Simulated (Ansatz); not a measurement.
Task: harmonic frequencies at the relaxed geometry of H6S2Si2, SMILES [SiH3]SS[SiH3], with the Python package of Ansatz (0.2.0). Give the script and its output. Use (for the species named): PBE0, def2-SVP basis, multiplicity 1, D4 dispersion.

`h6s2si2.xyz`
```text
10

Si   -1.09070    1.67560    0.26290
S     0.97270    1.34860    0.43650
S     0.92870   -0.49500    1.33420
Si    1.06930   -1.77930   -0.37960
H    -1.76000    1.76360    1.58030
H    -1.75490    0.64600   -0.54950
H    -1.31590    3.01720   -0.44280
H    -0.14850   -1.48090   -1.23330
H     0.93880   -3.18470    0.12180
H     2.24350   -1.56220   -1.12760
```

`h6s2si2.py`:
```python
'''Harmonic frequencies of H6S2Si2 at its relaxed geometry.'''

import itertools
import warnings

import ansatz
from ase import Atoms
from ase.data import atomic_numbers, covalent_radii
from ase.thermochemistry import IdealGasThermo
import numpy as np

BASIS = 'def2-SVP'
FUNCTIONAL = 'pbe0'
VDW = 'd4'


def main() -> None:
    warnings.simplefilter('ignore', ansatz.DeckWarning)

    system = ansatz.Crystal.molecule_from_extxyz('h6s2si2.xyz')

    calculation = (
        system.calculation()
        .basis(gaussian=BASIS)
        .functional(FUNCTIONAL, dispersion=VDW)
    )
    symbols = [site.symbol for site in system.cartesian_sites]
    start = np.array([site.position_ang for site in system.cartesian_sites], dtype=float)
    def progress(event):
        if event['event'] == 'relax_step':
            row = event['data']
            print(f'step {row["step"]:3d}  E = {row["lagrangian_ev"]:.6f} eV  largest force component {row["allowed_force_max_ev_ang"]:.4f} eV/A')


    rep = calculation.relax(force_tolerance=0.003).session().plan().execute(on_event=progress).report
    end = np.array(rep['positions_ang'])

    # pairs closer than 1.2 times the sum of covalent radii, before or after
    radius = [covalent_radii[atomic_numbers[s]] for s in symbols]
    span = lambda where, i, j: np.linalg.norm(where[i] - where[j])
    bonded = [(i, j) for i, j in itertools.combinations(range(len(symbols)), 2) if min(span(start, i, j), span(end, i, j)) < 1.2 * (radius[i] + radius[j])]
    print('pair        before    after (A)')
    for i, j in bonded:
        print(f'{symbols[i]}{i}-{symbols[j]}{j}'.ljust(10), f'{span(start, i, j):8.4f} {span(end, i, j):8.4f}')
    for first, second in list(itertools.combinations(bonded, 2)):
        shared = set(first) & set(second)
        if shared and symbols[(j := shared.pop())] != 'H':
            i, k = sorted((set(first) | set(second)) - {j})
            u, v = end[i] - end[j], end[k] - end[j]
            angle = np.degrees(np.arccos(np.clip(u @ v / np.linalg.norm(u) / np.linalg.norm(v), -1, 1)))
            print(f'final angle {symbols[i]}{i}-{symbols[j]}{j}-{symbols[k]}{k}: {angle:.2f} deg')

    # frequencies need a stationary point, so they are taken at the relaxed geometry
    minimum = ansatz.Crystal.molecule()
    for symbol, place in zip(symbols, end):
        minimum = minimum.atom(symbol, place.tolist())
    vibrating = (
        minimum.calculation()
        .basis(gaussian=BASIS)
        .functional(FUNCTIONAL, dispersion=VDW)
        .phonons(temperatures=(100, 500, 100))
    )
    vib = vibrating.run(threads=1).report['vibrations']
    sums = vib['harmonic_sums']
    modes = [m['omega_inv_cm'] for m in sums['modes_at_gamma'] if m['rigid_motion'] == 'no']
    print('frequencies (1/cm):', ' '.join(f'{w:.0f}' for w in modes))
    print('imaginary modes:', sum(w < 0 for w in modes), ' zero-point energy:', round(sums['zero_point_energy_ev'], 4), 'eV')
    # rigid rotor and ideal gas, symmetry number taken as one
    gas = IdealGasThermo(vib_energies=[w / 8065.544 for w in modes if w > 0], geometry='linear' if len(modes) == 3 * len(symbols) - 5 else 'nonlinear',
                         atoms=Atoms(symbols, positions=end), symmetrynumber=1, spin=0.0)
    print(f'H(298 K) - E = {gas.get_enthalpy(298.15, verbose=False):.4f} eV')
    print(f'S(298 K, 1 bar) = {96485.33 * gas.get_entropy(298.15, 1e5, verbose=False):.1f} J/(mol K) with symmetry number 1')


if __name__ == '__main__':
    main()
```

`python h6s2si2.py` gives:
```text
step   1  E = -37498.573937 eV  largest force component 2.1763 eV/A
step   2  E = -37498.747679 eV  largest force component 0.4532 eV/A
step   3  E = -37498.770411 eV  largest force component 0.1863 eV/A
step   4  E = -37498.773761 eV  largest force component 0.0287 eV/A
step   5  E = -37498.774000 eV  largest force component 0.0269 eV/A
step   6  E = -37498.774161 eV  largest force component 0.0086 eV/A
step   7  E = -37498.774185 eV  largest force component 0.0014 eV/A
pair        before    after (A)
Si0-S1       2.0964   2.1596
Si0-H4       1.4803   1.4901
Si0-H5       1.4701   1.4913
Si0-H6       1.5325   1.4932
S1-S2        2.0510   2.1148
S2-Si3       2.1462   2.1596
Si3-H7       1.5169   1.4913
Si3-H8       1.4979   1.4932
Si3-H9       1.4090   1.4901
final angle S1-Si0-H4: 110.38 deg
final angle S1-Si0-H5: 110.15 deg
final angle S1-Si0-H6: 105.35 deg
final angle Si0-S1-S2: 96.36 deg
final angle H4-Si0-H5: 110.00 deg
final angle H4-Si0-H6: 110.41 deg
final angle H5-Si0-H6: 110.47 deg
final angle S1-S2-Si3: 96.37 deg
final angle S2-Si3-H7: 110.14 deg
final angle S2-Si3-H8: 105.34 deg
final angle S2-Si3-H9: 110.38 deg
final angle H7-Si3-H8: 110.48 deg
final angle H7-Si3-H9: 110.00 deg
final angle H8-Si3-H9: 110.41 deg
frequencies (1/cm): 77 128 132 180 186 473 495 508 614 625 633 636 896 918 921 924 945 948 2236 2239 2249 2252 2257 2257
imaginary modes: 0  zero-point energy: 1.471 eV
H(298 K) - E = 1.7066 eV
S(298 K, 1 bar) = 365.5 J/(mol K) with symmetry number 1
```

Caveats:
- Total energies depend on the basis set; only differences at equal settings carry meaning.
- The frequencies are harmonic and unscaled, in a modest basis. The result belongs to the one conformer reached from this start, and soft torsions count as harmonic oscillators.
- The entropy takes a symmetry number of 1; a symmetric molecule's is lower by R ln(sigma).
- The whole script took 3.5 min on 1 thread of Arm Neoverse V2, with other jobs on the host, peak memory 0.36 GiB.

(Lines on the test bed's own set-up are left out of the output.)
